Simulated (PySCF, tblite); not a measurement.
# C4H9FOSi: geometry, infrared bands and NMR shifts

Aim: predict the infrared bands and NMR shifts of C4H9FOSi (`CCO/C=C\[SiH2]F`).

Programs: tblite 0.8.0 and PySCF 2.14.0, with density-fitted response routines of our own. Each step states its level of theory. These are calculated values for one molecule in the gas phase, unless marked as measured. Atoms count from 0, in the outputs and in this text.

## (1) Starting geometry

16 atoms, charge 0, multiplicity 1; geometry from: force field or distance geometry start.

Bonds of the start (Å): C0–C1 1.50, C1–O2 1.44, O2–C3 1.36, C3–C4 1.34, C4–Si5 1.83, Si5–F6 1.61, C0–H7 1.09, C0–H8 1.10, C0–H9 1.09, C1–H10 1.10, C1–H11 1.09, C3–H12 1.10, C4–H13 1.08, Si5–H14 1.49, Si5–H15 1.48.

## (2) Optimising the geometry with GFN2-xTB

Job settings and geometry (Å):

```
{"job": {"kind": "relax", "xc": "GFN2-xTB", "basis": "xTB"}, "charge": 0, "multiplicity": 1}
C     -2.578700    -0.012500    -0.862500
C     -1.698700     0.451100     0.266300
O     -0.373500    -0.082500     0.055900
C      0.514700     0.322300     0.996500
C      1.832500     0.121700     0.899500
Si     2.730400    -0.661100    -0.492100
F      4.299000    -0.582800    -0.131800
H     -2.191000     0.346300    -1.818400
H     -3.600400     0.365500    -0.732800
H     -2.624200    -1.104200    -0.907100
H     -2.092600     0.070400     1.225900
H     -1.663900     1.539300     0.302600
H      0.079500     0.789600     1.889500
H      2.492200     0.454200     1.686900
H      2.511700     0.078900    -1.761200
H      2.355400    -2.087400    -0.628500
```

Command:

```console
$ OMP_NUM_THREADS=1 python probes_run.py task.json out
```

One launch serves the whole session: the jobs run in the order shown.

**Question.** This job is followed by: GFN2-xTB harmonic vibrations, gas phase; GIAO PBE0/pcSseg-1 NMR shielding, non-relativistic, gas phase. Predict these results of the whole session: strongest single infrared mode (GFN2-xTB); zero-point energy (GFN2-xTB); ¹³C shifts against TMS (PBE0/pcSseg-1); ¹H shifts against TMS (PBE0/pcSseg-1, means over atoms taken as alike); ¹⁷O shifts against H2O (PBE0/pcSseg-1); ²⁹Si shifts against TMS (PBE0/pcSseg-1); ¹⁹F shifts against CFCl3 (PBE0/pcSseg-1).

**Answer**, as computed:

| quantity | value |
| --- | --- |
| strongest single infrared mode (GFN2-xTB) | 2288 cm⁻¹, 403 km/mol |
| zero-point energy (GFN2-xTB) | 75.0 kcal/mol |
| ¹³C shifts against TMS (PBE0/pcSseg-1) | 167.0, 100.2, 70.2, 17.4 ppm |
| ¹H shifts against TMS (PBE0/pcSseg-1, means over atoms taken as alike) | 6.83, 5.58, 4.68, 3.93, 1.35 ppm |
| ¹⁷O shifts against H2O (PBE0/pcSseg-1) | 144.2 ppm |
| ²⁹Si shifts against TMS (PBE0/pcSseg-1) | -4.4 ppm |
| ¹⁹F shifts against CFCl3 (PBE0/pcSseg-1) | -232.7 ppm |

What this shows: Relaxing lowered the energy by 0.128 eV in 61 steps; the close pair that moved most is C4–Si5, from 1.832 to 1.868 Å. All 42 modes are real, so the xTB geometry is a minimum. The strongest single mode, at 2288 cm⁻¹, moves mainly H15 and H14. Unscaled tight-binding wavenumbers are off by several per cent, some by more. Its intensities can rank the bands wrongly. The most deshielded carbon is C3 (alkene carbon bearing oxygen), at 167.0 ppm: an sp2 carbon further deshielded by the attached heteroatom. H12 (hydrogen on an alkene carbon bearing oxygen) lies farthest downfield among hydrogen, at 6.83 ppm; olefinic region.
